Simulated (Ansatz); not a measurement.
# 96-atom supercell of baddeleyite HfO2 with displaced atoms, part 2 of 3

Ansatz 0.2.0, PAW.

## 3. Single point with HSE06

Contents of in.yaml:

```yaml
crystal:
  lattice:
    - [10.192033, 0.000000, -0.028122]
    - [0.000000, 10.353053, 0.000000]
    - [-1.730651, 0.000000, 10.398275]
  atoms:
    - { symbol: Hf, position: [0.138930, 0.017270, 0.105188] }
    - { symbol: Hf, position: [0.137240, 0.020789, 0.602039] }
    - { symbol: Hf, position: [0.124993, 0.521281, 0.085780] }
    - { symbol: Hf, position: [0.134080, 0.523115, 0.607889] }
    - { symbol: Hf, position: [0.648714, 0.019684, 0.100406] }
    - { symbol: Hf, position: [0.632729, 0.035572, 0.612397] }
    - { symbol: Hf, position: [0.634212, 0.511479, 0.095039] }
    - { symbol: Hf, position: [0.638291, 0.513646, 0.608762] }
    - { symbol: Hf, position: [0.354215, 0.283306, 0.146863] }
    - { symbol: Hf, position: [0.371201, 0.274745, 0.646789] }
    - { symbol: Hf, position: [0.350355, 0.779649, 0.121803] }
    - { symbol: Hf, position: [0.369134, 0.781970, 0.651824] }
    - { symbol: Hf, position: [0.862265, 0.263040, 0.140852] }
    - { symbol: Hf, position: [0.862387, 0.261666, 0.645249] }
    - { symbol: Hf, position: [0.859160, 0.780900, 0.132816] }
    - { symbol: Hf, position: [0.853685, 0.763832, 0.643248] }
    - { symbol: Hf, position: [0.358764, 0.484586, 0.385666] }
    - { symbol: Hf, position: [0.359018, 0.484569, 0.892921] }
    - { symbol: Hf, position: [0.372881, 0.990951, 0.406238] }
    - { symbol: Hf, position: [0.364396, 0.974015, 0.888327] }
    - { symbol: Hf, position: [0.864352, 0.485101, 0.395376] }
    - { symbol: Hf, position: [0.883142, 0.472818, 0.895789] }
    - { symbol: Hf, position: [0.866277, 0.004809, 0.399015] }
    - { symbol: Hf, position: [0.867783, 0.980991, 0.884389] }
    - { symbol: Hf, position: [0.132245, 0.246207, 0.341253] }
    - { symbol: Hf, position: [0.131516, 0.236061, 0.845640] }
    - { symbol: Hf, position: [0.127142, 0.720438, 0.358172] }
    - { symbol: Hf, position: [0.126823, 0.733783, 0.844836] }
    - { symbol: Hf, position: [0.645814, 0.222444, 0.358894] }
    - { symbol: Hf, position: [0.641585, 0.245382, 0.857931] }
    - { symbol: Hf, position: [0.649917, 0.735797, 0.350361] }
    - { symbol: Hf, position: [0.640817, 0.745465, 0.849163] }
    - { symbol: O, position: [0.040839, 0.159787, 0.165865] }
    - { symbol: O, position: [0.040557, 0.168341, 0.658526] }
    - { symbol: O, position: [0.035560, 0.670679, 0.177004] }
    - { symbol: O, position: [0.029324, 0.668536, 0.651083] }
    - { symbol: O, position: [0.558786, 0.165339, 0.171875] }
    - { symbol: O, position: [0.536139, 0.145548, 0.678199] }
    - { symbol: O, position: [0.546949, 0.667021, 0.175196] }
    - { symbol: O, position: [0.537858, 0.671089, 0.669499] }
    - { symbol: O, position: [0.474263, 0.417534, 0.086002] }
    - { symbol: O, position: [0.464306, 0.415894, 0.589119] }
    - { symbol: O, position: [0.464087, 0.916577, 0.073829] }
    - { symbol: O, position: [0.464766, 0.928101, 0.587667] }
    - { symbol: O, position: [0.963019, 0.400727, 0.082214] }
    - { symbol: O, position: [0.970254, 0.429843, 0.582471] }
    - { symbol: O, position: [0.979095, 0.926499, 0.089427] }
    - { symbol: O, position: [0.967095, 0.919040, 0.576705] }
    - { symbol: O, position: [0.473956, 0.321478, 0.345845] }
    - { symbol: O, position: [0.459136, 0.336800, 0.826095] }
    - { symbol: O, position: [0.443946, 0.832749, 0.336679] }
    - { symbol: O, position: [0.459863, 0.822614, 0.833735] }
    - { symbol: O, position: [0.948923, 0.319511, 0.324519] }
    - { symbol: O, position: [0.964010, 0.338030, 0.828215] }
    - { symbol: O, position: [0.975563, 0.838496, 0.323158] }
    - { symbol: O, position: [0.968690, 0.834816, 0.823900] }
    - { symbol: O, position: [0.031509, 0.096045, 0.424798] }
    - { symbol: O, position: [0.044563, 0.075973, 0.915230] }
    - { symbol: O, position: [0.030871, 0.562252, 0.416218] }
    - { symbol: O, position: [0.033668, 0.588506, 0.916441] }
    - { symbol: O, position: [0.553517, 0.068599, 0.429558] }
    - { symbol: O, position: [0.538045, 0.085287, 0.928133] }
    - { symbol: O, position: [0.541219, 0.596852, 0.430391] }
    - { symbol: O, position: [0.535004, 0.592426, 0.909699] }
    - { symbol: O, position: [0.212661, 0.394299, 0.245286] }
    - { symbol: O, position: [0.222523, 0.377037, 0.713536] }
    - { symbol: O, position: [0.220284, 0.877303, 0.225460] }
    - { symbol: O, position: [0.214925, 0.874255, 0.716371] }
    - { symbol: O, position: [0.725792, 0.394055, 0.242814] }
    - { symbol: O, position: [0.731814, 0.388743, 0.742278] }
    - { symbol: O, position: [0.717702, 0.881426, 0.252529] }
    - { symbol: O, position: [0.720282, 0.867184, 0.738325] }
    - { symbol: O, position: [0.269807, 0.152871, 0.996079] }
    - { symbol: O, position: [0.265885, 0.146448, 0.494754] }
    - { symbol: O, position: [0.276439, 0.620171, 0.017048] }
    - { symbol: O, position: [0.280812, 0.631084, 0.515523] }
    - { symbol: O, position: [0.792620, 0.128628, 0.017611] }
    - { symbol: O, position: [0.775524, 0.120884, 0.526269] }
    - { symbol: O, position: [0.776160, 0.641658, 0.016360] }
    - { symbol: O, position: [0.768290, 0.638470, 0.504425] }
    - { symbol: O, position: [0.265435, 0.112299, 0.250617] }
    - { symbol: O, position: [0.274155, 0.102578, 0.754914] }
    - { symbol: O, position: [0.272322, 0.613598, 0.260832] }
    - { symbol: O, position: [0.268762, 0.616860, 0.770237] }
    - { symbol: O, position: [0.769752, 0.119951, 0.284099] }
    - { symbol: O, position: [0.776574, 0.125776, 0.764297] }
    - { symbol: O, position: [0.777262, 0.614415, 0.255673] }
    - { symbol: O, position: [0.785811, 0.628001, 0.775596] }
    - { symbol: O, position: [0.221128, 0.379817, 0.488364] }
    - { symbol: O, position: [0.220127, 0.377830, 0.974738] }
    - { symbol: O, position: [0.212594, 0.868714, 0.510255] }
    - { symbol: O, position: [0.233885, 0.872788, 0.002507] }
    - { symbol: O, position: [0.733730, 0.374458, 0.501181] }
    - { symbol: O, position: [0.726014, 0.357950, 0.991932] }
    - { symbol: O, position: [0.743447, 0.866158, 0.499404] }
    - { symbol: O, position: [0.728862, 0.890496, 0.002708] }
kpoints:
  mp_grid: { grid: [1, 1, 1] }
hamiltonian:
  xc: hse06
scf:
  occupations: { method: fermi_dirac, width: 0.01 }
output:
  forces: true
  eigenvalues: true
  populations: true
  eigenstates: { kpoints: [[0, 0, 0]], e_range: [-6.0, 6.0], localisation: true }
  write_density: true
  write_potential: true
  elf: true
  volumetric_format: npy
```

Launch:

```
$ ansatz run in.yaml --threads 4 --pin off --max-ram 42750MiB --runs-dir r --events-out ev --progress --plain --backend cuda --devices 0, --max-vram 37GiB
```

Output:

```text
Pseudopotentials: kind: paw
Functional definition: HSE06
  parameter a = 0.25
  parameter omega = 0.11/bohr
  exchange = pbe_x - a*pbe_x_sr(omega) + a*exact_x_sr(omega)
  correlation = pbe_c
Crystal: 96 atoms, lattice volume = 1096.708 Å³
Basis set: ecut = 420 eV, 21483 PW (Γ), exchange–correlation on 144×144×144 points (8 copies of the dense FFT grid, shifted against one another)
Bands: 730, of which v1, the nominal top of the filled ones, is band 608 counted from 1 (607 counted from 0)
Symmetry: 1 space group operations
Space group: P1 (ITA 1), of the structure as read, at distance tolerance 1.0e-4 Å
k-points: 1
Non-local potential: Hf, projectors of the file, l = 0: 3, l = 1: 2, l = 2: 2, l = 3: 3
Non-local potential: O, projectors of the file, l = 0: 2, l = 1: 2, l = 2: 1
PAW form: soft (Blöchl's): semilocal exchange-correlation on the pseudo side does not see the compensation charge
PAW frozen core: Hf, regenerated for the run's functional, and the local potential with it (the file was generated under x = pbe(κ = 0.804, μ = 0.2195149727645171), c = pbe(β = 0.06672455060314922))
PAW frozen core: O, regenerated for the run's functional, and the local potential with it (the file was generated under x = pbe(κ = 0.804, μ = 0.2195149727645171), c = pbe(β = 0.06672455060314922))
PAW one-centre angular grid: Hf, 590 points (default); XC on 64 Gauss nodes
PAW one-centre angular grid: O, 110 points (default); XC on 96 Gauss nodes
Initial density: superposition of atomic densities (neutral atoms: chi_scale 0, normalization atom), corrected by the library's trained network
Initial wavefunctions: pseudopotential atomic-orbital guess
Functional: x = pbe(κ = 0.804, μ = 0.2195149727645171), c = pbe(β = 0.06672455060314922), warm-up for x = pbe(κ = 0.804, μ = 0.2195149727645171) + 0.25 (exact − pbe) at short range (hse, ω = 0.20786987370883472 Å⁻¹), c = pbe(β = 0.06672455060314922); HSE06 as pw.x's `hse` composes it (authors' and Libxc's form: `xc: wpbeh`)
SCF iter   1: F=—  HF=-539552.102885 eV  |F-HF|=—  |Δ(HF+E_count)|=         —  Δρ=4.24e-3  dr2=1.98e-1  ethr=1.77e-3  ⟨swp⟩=6.0  Hψ=2916  notcnv=0
preconditioner: auto → none  [insulator: Δε(μ)=2.744 eV  Ē_g=18.034 eV  σ=0.010 eV  W_gap=1.00  n_scr=410 (ndim 8)  ℏωp=38.1 eV  f_vac=0.074  D(μ)=0.00/eV (n_scr^D=0)]
SCF iter   2: F=—  HF=-539552.138378 eV  |F-HF|=—  |Δ(HF+E_count)|=   3.55e-2  Δρ=3.25e-3  dr2=1.70e-1  ethr=1.63e-5  ⟨swp⟩=13.0  Hψ=2553  notcnv=0  defer=19
iter 3 solved again at ethr=1.10e-6 eV; its pass at ethr=1.40e-5 eV (dr2=1.34e-2 eV) is discarded
SCF iter   3: F=—  HF=-539552.106581 eV  |F-HF|=—  |Δ(HF+E_count)|=   3.18e-2  Δρ=1.49e-3  dr2=1.36e-2  ethr=1.10e-6  ⟨swp⟩=10.0  Hψ=3699  notcnv=0  defer=9
SCF iter   4: F=—  HF=-539552.109813 eV  |F-HF|=—  |Δ(HF+E_count)|=   3.23e-3  Δρ=6.92e-4  dr2=3.50e-3  ethr=1.10e-6  ⟨swp⟩=9.0  Hψ=1970  notcnv=0  defer=6
SCF iter   5: F=-539552.110473 eV  HF=-539552.110546 eV  |F-HF|=7.35e-5  |Δ(HF+E_count)|=   7.33e-4  Δρ=2.19e-4  dr2=3.81e-4  ethr=2.88e-7  ⟨swp⟩=15.0  Hψ=1870  notcnv=0  defer=5
SCF 1 stopped early in 5 iterations: F = -539552.110473 eV  dr2 = 3.81e-4
Initial density: handed on by an earlier stage of this run
Initial wavefunctions: those handed on with the density
Functional: x = pbe(κ = 0.804, μ = 0.2195149727645171) + 0.25 (exact − pbe) at short range (hse, ω = 0.20786987370883472 Å⁻¹), c = pbe(β = 0.06672455060314922); HSE06 as pw.x's `hse` composes it (authors' and Libxc's form: `xc: wpbeh`)
Exchange kernel: α = 0.2500, screened, ω = 0.2079 Å⁻¹, Wigner–Seitz truncation, v(0) = 921.5191 eV·Å³, q-mesh 1×1×1, nearest image of the exchange supercell L = 10.19 Å, pair-density grid 50×50×50, without the augmentation charges, whose exchange is taken in its separable form (sized by the pseudopotential files, 72×72×72 at the most), smooth part of the exact exchange by density-matrix convolutio [...]
Frozen-core exchange: fock
SCF iter   1: F=—  HF=-539559.003059 eV  |F-HF|=—  |Δ(HF+E_count)|=         —  Δρ=1.13e-2  dr2=1.68e0  ethr=3.13e-7  ⟨swp⟩=7.0  Hψ=3932  notcnv=0
preconditioner: auto → none  [insulator: Δε(μ)=4.567 eV  Ē_g=21.492 eV  σ=0.010 eV  W_gap=1.00  n_scr=410 (ndim 8)  ℏωp=38.1 eV  f_vac=0.076  D(μ)=0.00/eV (n_scr^D=0)]
SCF iter   2: F=—  HF=-539557.268311 eV  |F-HF|=—  |Δ(HF+E_count)|=    1.73e0  Δρ=8.18e-3  dr2=5.45e-1  ethr=3.13e-7  ⟨swp⟩=6.0  Hψ=3553  notcnv=0
SCF iter   3: F=—  HF=-539557.148647 eV  |F-HF|=—  |Δ(HF+E_count)|=   1.20e-1  Δρ=2.84e-3  dr2=1.67e-1  ethr=3.13e-7  ⟨swp⟩=6.0  Hψ=3261  notcnv=0
SCF iter   4: F=—  HF=-539557.729123 eV  |F-HF|=—  |Δ(HF+E_count)|=   5.80e-1  Δρ=2.25e-3  dr2=6.23e-2  ethr=3.13e-7  ⟨swp⟩=6.0  Hψ=3175  notcnv=0
[... 2 lines left out ...]
SCF iter   7: F=—  HF=-539557.699468 eV  |F-HF|=—  |Δ(HF+E_count)|=   8.78e-3  Δρ=3.44e-4  dr2=1.55e-3  ethr=2.85e-8  ⟨swp⟩=5.0  Hψ=2702  notcnv=0
SCF iter   8: F=-539557.698869 eV  HF=-539557.699071 eV  |F-HF|=2.02e-4  |Δ(HF+E_count)|=   3.97e-4  Δρ=1.31e-4  dr2=2.24e-4  ethr=2.85e-8  ⟨swp⟩=4.0  Hψ=2095  notcnv=0
SCF 2 stopped early in 8 iterations: F = -539557.698869 eV  dr2 = 2.24e-4
  Residual-converged pass: ⟨swp⟩=4.0  Hψ=1976  notcnv=0  max |occ|·‖R‖ = 6.1e-6 eV (tolerance 6.7e-6 eV)  dr2=2.25e-4  dr2_onsite=2.56e-5  max |Δocc| = 0.0e0
hybrid outer 1: dexx = +6.105e-1 eV, tail = 1.64e-2 eV
SCF iter   1: F=—  HF=-539557.668172 eV  |F-HF|=—  |Δ(HF+E_count)|=         —  Δρ=1.38e-4  dr2=1.22e-4  ethr=6.76e-6  ⟨swp⟩=5.0  Hψ=1503  notcnv=0
preconditioner: auto → none  [insulator: Δε(μ)=4.240 eV  Ē_g=21.233 eV  σ=0.010 eV  W_gap=1.00  n_scr=410 (ndim 8)  ℏωp=38.1 eV  f_vac=0.081  D(μ)=0.00/eV (n_scr^D=0)]
SCF iter   2: F=—  HF=-539557.668320 eV  |F-HF|=—  |Δ(HF+E_count)|=   1.48e-4  Δρ=7.32e-5  dr2=4.56e-5  ethr=9.25e-9  ⟨swp⟩=5.0  Hψ=2550  notcnv=0
SCF iter   3: F=—  HF=-539557.668313 eV  |F-HF|=—  |Δ(HF+E_count)|=   7.16e-6  Δρ=2.71e-5  dr2=2.94e-6  ethr=3.41e-9  ⟨swp⟩=4.0  Hψ=1524  notcnv=0
SCF iter   4: F=—  HF=-539557.668327 eV  |F-HF|=—  |Δ(HF+E_count)|=   1.41e-5  Δρ=1.70e-5  dr2=2.31e-6  ethr=1.69e-10  ⟨swp⟩=7.0  Hψ=2543  notcnv=0  defer=2
SCF iter   5: F=—  HF=-539557.668326 eV  |F-HF|=—  |Δ(HF+E_count)|=   6.20e-7  Δρ=6.26e-6  dr2=5.88e-7  ethr=1.69e-10  ⟨swp⟩=4.0  Hψ=1871  notcnv=0
SCF iter   6: F=-539557.668326 eV  HF=-539557.668326 eV  |F-HF|=1.28e-9  |Δ(HF+E_count)|=   1.60e-7  Δρ=1.24e-6  dr2=1.97e-8  ethr=4.70e-11  ⟨swp⟩=4.0  Hψ=1531  notcnv=0
SCF 3 converged in 6 iterations: F = -539557.668326 eV  dr2 = 1.97e-8
  Residual-converged pass: ⟨swp⟩=3.0  Hψ=1412  notcnv=0  max |occ|·‖R‖ = 4.8e-6 eV (tolerance 5.0e-6 eV)  dr2=1.97e-8  dr2_onsite=1.01e-9  max |Δocc| = 0.0e0
[... from here the SCF cycle lines were not kept, up to the last twenty ...]
hybrid outer 2: dexx = +8.186e-5 eV, tail = 2.17e-6 eV, Δε = 1.22e-2 eV (about 3.33e-4 eV left of the loop's levels), ΔF = 1.86e-2 eV/Å (tail 3.93e-3)
[... 3 lines left out ...]
SCF 4 converged in 2 iterations: F = -539557.668319 eV  dr2 = 1.07e-8
  Residual-converged pass: ⟨swp⟩=2.0  Hψ=1338  notcnv=0  max |occ|·‖R‖ = 2.4e-6 eV (tolerance 5.0e-6 eV)  dr2=1.07e-8  dr2_onsite=9.88e-10  max |Δocc| = 0.0e0
hybrid outer 3: dexx = +3.928e-8 eV, tail = 2.69e-8 eV, Δε = 1.17e-4 eV (about 1.99e-5 eV left of the loop's levels), ΔF = 5.66e-4 eV/Å (tail 5.80e-4)
NSCF: frozen V_eff on 1 k-points
hybrid SCF converged: 3 outer / 16 inner (+5 warm-up), last move |dexx| = 3.93e-8 eV, tail = 2.69e-8 eV
Stability not checked: this state was not tested for a lower state beside it, because the functional holds exact exchange (a hybrid, or Hartree-Fock), whose exchange loop this test does not read (fock_operator; see scf.lower_state_search)
Free energy (F): -539557.668319 eV
Harris-Foulkes:  -539557.668319 eV  (|F-HF|=5.01e-9)
Internal energy: -539557.668319 eV  (E = F + TS)
E sigma→0 (E₀):  -539557.668319 eV
Fermi energy:    16.335050 eV
--- Per-component energies (eV) ---
  E_band       = -2828.092275
  E_kinetic    = 24760.058137
  E_local      = -197065.694607  (includes V_loc(G=0)·N_el)
  E_nonlocal   = -37234.399515
  E_hartree    = 90266.963294
  E_xc         = -11368.470333
  E_vxc        = -11522.606473  (∫ρ·V_xc dr)
  E_exx        = -4951.773052  (= α·E_x^exact, valence–valence)
  E_paw        = -229413.285365  (= ΣΔE_a)
  E_vpaw       = 47604.013920  (= ΣTr[D̂ρ^β])
  E_aug_tail   = 0.158212  (compensation charges beyond the density's cutoff)
  E_ewald      = -174586.383551
  E_core_change = 35.158468  (= ΣΔE_core)
  E_smearing   = -0.000000  (= −TS)
  E_closure    = -0.000007  (closes the sum)
  Σ components = -539557.668319   (vs F -539557.668319, Δ=0.00e0)
--- Forces (eV/Å), atoms counted from 1 ---
  atom   1  Hf     3.20358429     1.05459448     0.07030822
  atom   2  Hf     0.45583011    -0.69862916    -2.29844618
  atom   3  Hf     2.00067045     1.68829384     5.86543511
  atom   4  Hf     3.17726291    -0.15149538    -2.52226099
  atom   5  Hf    -3.20308990     0.63368604     2.38164362
  atom   6  Hf     5.43390220    -8.61526669    -2.20978078
  atom   7  Hf     2.39827417     4.96550109     2.53479661
  atom   8  Hf    -0.73641509     3.55940813    -2.20087470
  atom   9  Hf     1.39699703    -2.96710869     0.01861771
  atom  10  Hf    -3.23692576    -1.29117087    -2.32388907
  atom  11  Hf     3.10073260    -3.47672768     9.14934892
  atom  12  Hf    -1.22152948    -2.87760782    -4.05077084
  atom  13  Hf    -0.83029259     0.41213073     3.28619731
  atom  14  Hf     1.29761027     2.48608554    -1.23215695
  atom  15  Hf     0.80592278    -1.24214246     5.14972691
  atom  16  Hf     0.81252106     1.37316398    -2.24489495
  atom  17  Hf     1.05813561     1.79452976     3.48206156
  atom  18  Hf     1.32104651     1.13115758    -0.25486176
  atom  19  Hf    -2.19426161    -2.51027418    -2.23218200
  atom  20  Hf    -0.27598624     2.21014862     1.60199847
  atom  21  Hf    -3.29893450    -1.15079991    -0.59541569
  atom  22  Hf    -7.04949852     3.23441872     0.11100950
  atom  23  Hf     1.72494363    -8.05468251     3.05634970
  atom  24  Hf     0.35283958     0.98770778     2.32731131
  atom  25  Hf     0.26650892    -2.34889833     2.82569225
  atom  26  Hf     3.01376232    -2.85035546    -0.34005257
  atom  27  Hf     2.15973716     1.76749737     0.04421066
  atom  28  Hf     3.31862866     0.46287248    -1.26922614
  atom  29  Hf    -2.02387490     3.13250836     0.06968154
  atom  30  Hf    -1.52021593    -2.92698194    -0.50560361
  atom  31  Hf    -2.57543931    -1.02107615     0.59760390
  atom  32  Hf     0.07943374    -4.05428150     1.63312214
  atom  33  O     -2.42165790     2.80167179     0.42088719
  atom  34  O     -2.49265694     2.79555471     2.17954786
  atom  35  O     -0.11861974    -1.49991266    -2.60897511
  atom  36  O     -0.31587147     1.65762135     2.62703163
  atom  37  O     -2.91264029     2.10386995     0.34581206
  atom  38  O     -5.24169129     7.43129810     3.24920411
  atom  39  O     -1.17145430    -0.05596578    -1.48851921
  atom  40  O      0.69067110     0.09818820     0.96412961
  atom  41  O     -3.54481756    -1.68765918    -0.98841566
  atom  42  O      1.57473964     0.82396070    -0.70593702
  atom  43  O      1.54731014     1.21132272    -0.54047856
  atom  44  O     -0.49678577    -0.22259849     0.19051505
  atom  45  O      1.84594586     2.62749764    -2.14286624
  atom  46  O     -2.85512206    -2.82442533     0.85505653
  atom  47  O     -4.00522031    -2.12320025    -2.51401643
  atom  48  O     -0.18081293     0.29937112     1.28431305
  atom  49  O     -2.08785351     0.73120642    -1.86304306
  atom  50  O      1.43598392    -0.87134387     0.77064802
  atom  51  O      1.63839077     0.22867110    -0.45827116
  atom  52  O     -0.49591944     1.36564493     0.35100767
  atom  53  O      0.55347749     0.45944919     0.50448561
  atom  54  O      1.86048323    -2.95772980    -1.23166955
  atom  55  O     -1.95480181     0.79621468     0.07441607
  atom  56  O     -1.16725501     0.58582841     0.42704628
  atom  57  O      0.72975276     0.52397141    -0.69182760
  atom  58  O     -1.07848432     0.45366446    -1.39356901
  atom  59  O      3.38784985     2.60977685    -0.37165589
  atom  60  O      0.05382820    -0.08873028    -0.25619955
  atom  61  O     -0.58565501     1.40474942    -1.29677843
  atom  62  O      0.52973007     0.58079738    -1.32338899
  atom  63  O     -1.71919188    -2.50295565    -0.22244588
  atom  64  O     -0.82848188    -1.93068419     0.92707308
  atom  65  O      1.49086551    -2.07867659    -2.70171533
  atom  66  O     -0.01868756    -1.39929133     4.01601052
  atom  67  O     -0.16886334    -0.87462054     1.14100032
  atom  68  O     -0.12568615    -1.46455511     6.26637954
  atom  69  O     -0.35449206    -2.76209529    -0.55537764
  atom  70  O     -0.25457758    -2.18561130     1.36637879
  atom  71  O      1.69016223     1.42833132    -2.49990284
  atom  72  O      0.49300079     3.20784498     0.61285681
  atom  73  O      0.89634590    -0.68256986     1.39677761
  atom  74  O      1.36326976    -0.82380356     1.33413213
  atom  75  O     -0.35746487     0.36146588    -1.39415454
  atom  76  O     -0.52705314    -0.18390369    -0.11402889
  atom  77  O     -0.81609684    -1.42353016    -1.63229572
  atom  78  O      0.97400701     1.94637457    -0.72995062
  atom  79  O      0.10730221    -0.81416248    -1.65715039
  atom  80  O      1.34785662    -2.36767257     1.11085532
  atom  81  O      2.16845213     2.35091820     1.02209104
  atom  82  O      0.35057840     1.96309567     0.31708251
  atom  83  O     -0.35362712     0.96183246    -1.00859842
  atom  84  O     -0.50044803     0.73883147    -0.46226497
  atom  85  O      1.77268559     1.64606590    -4.71729780
  atom  86  O      0.37119840     0.36925311     0.66530487
  atom  87  O      0.84083959     1.72299565     0.46703370
  atom  88  O      0.06615615    -0.96886703    -0.98534796
  atom  89  O      0.89861026     0.04910670    -1.43249330
  atom  90  O     -0.48015578     0.90134357     1.22652391
  atom  91  O      2.24645877     0.00301187    -3.91403419
  atom  92  O     -2.61958872     1.38394582    -7.08730813
  atom  93  O     -0.37884860    -1.61519340    -0.45442162
  atom  94  O      0.44204519     2.23568667     0.21770863
  atom  95  O     -1.55025279     1.14566735    -1.06371421
  atom  96  O      1.60102790    -2.25252093    -3.74768079
  max |Σ_I F_I| component: 2.14e-4 eV/Å
--- Band table (eV) ---
[... 1 line left out ...]
--- Löwdin populations: 96 sites ---
  site symbol       q [e]
     0     Hf     24.5436
     1     Hf     24.5212
[... 94 atoms left out ...]
  spilling = 0.002837 (of n_electrons = 1216.000000)
```

It took 89 s on 1 × NVIDIA H100 80GB HBM3 with 4 threads of AMD EPYC 7R13, shared host; peak host memory 4.6 GiB.

Spacing of the frontier levels at the Γ point alone: 4.24 eV (14.214 to 18.456 eV).

The states next to the gap (eigenstates.tsv), from the top filled level:

| level (eV) | spin | filling | atoms sharing it | main element | its share | largest atom |
| --- | --- | --- | --- | --- | --- | --- |
| -0.44 | both | 2.00 | 10.1 | O | 0.94 | O48 (0.21) |
| -0.42 | both | 2.00 | 9.3 | O | 0.94 | O39 (0.23) |
| -0.15 | both | 2.00 | 7.2 | O | 0.95 | O51 (0.28) |
| 0.00 | both | 2.00 | 7.1 | O | 0.95 | O51 (0.27) |
| 4.24 | both | 0.00 | 24.5 | Hf | 0.60 | Hf9 (0.12) |
| 4.39 | both | 0.00 | 19.4 | Hf | 0.59 | Hf28 (0.16) |
| 4.56 | both | 0.00 | 26.4 | Hf | 0.61 | Hf24 (0.10) |
| 4.74 | both | 0.00 | 20.6 | Hf | 0.58 | Hf22 (0.14) |

Root-mean-square force by element: Hf 4.92, O 3.18 eV/Å; the largest is 10.42 eV/Å.

Against PBEsol, the force components have a slope of 1.064 and differ by 0.154 eV/Å rms.

[end of part 2 of 3]
